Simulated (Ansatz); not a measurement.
# BCl2FH2: the cost of one run

All numbers below are computed with Ansatz 0.2.0 (RKS B3LYP-D4/cc-pVDZ).

### Step 1. The starting structure

Bond lengths: B1–F3 1.320 Å, B1–Cl4 1.860 Å, B1–Cl5 2.160 Å, Cl5–H6 1.527 Å. Angles: F3–B1–Cl4 120.0°, F3–B1–Cl5 105.6°, Cl4–B1–Cl5 92.7°, B1–Cl5–H6 58.2°.

Structure file:

```xyz
6

B     0.0000    0.0000    0.0000
H     0.0000    0.0000    1.5400
F     1.1431    0.0000   -0.6600
Cl   -1.6108    0.0000   -0.9300
Cl   -0.2766   -2.0311    0.6811
H    -0.1183   -0.8687    1.6586
```

### Step 2. Pulling towards end A

Springs on the bonds that form and break draw the guess towards this end; the thresholds are loose.

Input file input.yaml:

```yaml
crystal:
  periodic: [false, false, false]
  atoms:
    - { symbol: B, position_ang: [0.0, 0.0, 0.0] }
    - { symbol: H, position_ang: [0.0, 0.0, 1.54] }
    - { symbol: F, position_ang: [1.1431, 0.0, -0.66] }
    - { symbol: Cl, position_ang: [-1.6108, 0.0, -0.93] }
    - { symbol: Cl, position_ang: [-0.2766, -2.0311, 0.6811] }
    - { symbol: H, position_ang: [-0.1183, -0.8687, 1.6586] }
basis:
  gaussian: { orbitals: cc-pVDZ }
hamiltonian:
  xc: b3lyp
  dispersion: d4
relax:
  f_tol: 0.15
  max_steps: 25
  restrain:
    - { distance: [0, 4], at: 3.06, k: 30.0 }
    - { distance: [5, 1], at: 1.86, k: 30.0 }
    - { distance: [0, 1], at: 1.19, k: 30.0 }
    - { distance: [5, 4], at: 1.37, k: 30.0 }
output:
  orbitals: {}
```

Launch:

```sh
ansatz run input.yaml --threads 1 --pin off --max-ram 2048MiB --backend cpu --events-out ev --progress --plain --runs-dir out
```

**Question.** How long does this run take on 1 thread of Arm Neoverse V2, shared host, and how much memory does it need?

About 29 s, with a peak of 0.14 GiB.
